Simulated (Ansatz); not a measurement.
**CH9NSn (built from SMILES CN.[SnH4]): search for a transition state**

Is there a first-order saddle for this four-centre ligand exchange, which should form Sn1–N7, H2–H6 and break Sn1–H2, H6–N7, and which two structures does it connect?

The runs use Ansatz 0.2.0, Gaussian basis; PBE0-D4, def2-SVP first, then def2-TZVP.

143 further runs of the same task are left out: 143 set aside as unsound or not needed.

### 1 The starting structure

The guess: 12 atoms, charge 0, spin multiplicity 1.

Atoms are counted from 1 here; the program's logs count them from 0.

Bond lengths: Sn1–H3 1.700 Å, Sn1–H4 1.668 Å, Sn1–H5 1.665 Å, Sn1–N7 2.208 Å, H6–N7 1.270 Å, N7–C8 1.446 Å, N7–H9 1.014 Å, C8–H10 1.087 Å, C8–H11 1.093 Å, C8–H12 1.091 Å. Angles: H3–Sn1–H4 106.9°, H3–Sn1–H5 106.5°, H3–Sn1–N7 99.8°, H4–Sn1–H5 121.0°, H4–Sn1–N7 110.4°, H5–Sn1–N7 110.1°, Sn1–N7–H6 81.9°, Sn1–N7–C8 120.2°, Sn1–N7–H9 113.3°, H6–N7–C8 118.8°, H6–N7–H9 111.1°, C8–N7–H9 109.2°, N7–C8–H10 108.5°, N7–C8–H11 111.7°, N7–C8–H12 110.8°, H10–C8–H11 108.7°, H10–C8–H12 108.5°, H11–C8–H12 108.6°.

Geometry (Å):

```
Sn   -1.4824    0.4993   -0.4219
H    -0.1903    1.8772    1.1370
H    -1.9436   -0.8415   -1.3596
H    -2.6993    0.7555    0.6897
H    -1.0357    1.6927   -1.4928
H     0.3358    0.8227    1.0913
N     0.3038   -0.3354    0.5722
C     1.4335   -0.7781   -0.2142
H     0.0835   -1.0409    1.2661
H     1.7287    0.0292   -0.8796
H     1.1863   -1.6563   -0.8170
H     2.2799   -1.0245    0.4289
```

Distances that are to change: Sn1–N7 2.21 Å, H2–H6 1.18 Å, Sn1–H2 2.45 Å, H6–N7 1.27 Å.

### 2 Constrained relaxation of the guess

Contents of hold/in.yaml:

```yaml
crystal:
  periodic: [false, false, false]
  atoms:
    - {symbol: Sn, position_ang: [-1.482400, 0.499300, -0.421900]}
    - {symbol: H, position_ang: [-0.190300, 1.877200, 1.137000]}
    - {symbol: H, position_ang: [-1.943600, -0.841500, -1.359600]}
    - {symbol: H, position_ang: [-2.699300, 0.755500, 0.689700]}
    - {symbol: H, position_ang: [-1.035700, 1.692700, -1.492800]}
    - {symbol: H, position_ang: [0.335800, 0.822700, 1.091300]}
    - {symbol: N, position_ang: [0.303800, -0.335400, 0.572200]}
    - {symbol: C, position_ang: [1.433500, -0.778100, -0.214200]}
    - {symbol: H, position_ang: [0.083500, -1.040900, 1.266100]}
    - {symbol: H, position_ang: [1.728700, 0.029200, -0.879600]}
    - {symbol: H, position_ang: [1.186300, -1.656300, -0.817000]}
    - {symbol: H, position_ang: [2.279900, -1.024500, 0.428900]}
basis:
  gaussian: {orbitals: def2-SVP}
hamiltonian: {xc: pbe0, dispersion: d4}
relax: {f_tol: 0.04, max_steps: 150, escape_saddle: false, constraints: [{distance: [0, 6]}, {distance: [1, 5]}, {distance: [0, 1]}, {distance: [5, 6]}]}
```

Started as:

```bash
$ ansatz run in.yaml --threads 4 --pin off --events-out ev --progress --plain --max-ram 9574MiB
```

Further steps of the session: Force constants to start from; Saddle search in the small basis; Saddle search in triple zeta; Vibrations at the point found; Relaxing after a step of 0.30 Å one way along the mode; Relaxing after a step of 0.30 Å the other way along the mode.

What does the calculation give? Wanted: imaginary mode; barrier from the start side; barrier from the end side; energy of the step; pairs that change; zero-point energy at the saddle.

The runs gave:

```
                       quantity                                                     value
                 imaginary mode                                                1426i cm⁻¹
    barrier from the start side                                             42.0 kcal/mol
      barrier from the end side                                             29.4 kcal/mol
             energy of the step                                            +12.6 kcal/mol
              pairs that change  Sn1–N7 formed, H2–H6 formed, Sn1–H2 broken, H6–N7 broken
zero-point energy at the saddle                                                  2.364 eV
```

One imaginary mode, 1426i cm⁻¹, makes this a first-order saddle. The two relaxations end on the structures that were planned. At PBE0-D4/def2-TZVP the electronic barrier is 42.0 kcal/mol, about 71 kT at 298 K, and the step runs 12.6 kcal/mol uphill. With so stiff a mode tunnelling counts: Wigner's rough correction is a factor of 3.0 at 298 K. A step off the saddle overshot and began above it in energy, so the link to its end is likely but not proven. The ends are the nearest minima, not always the lowest complexes.
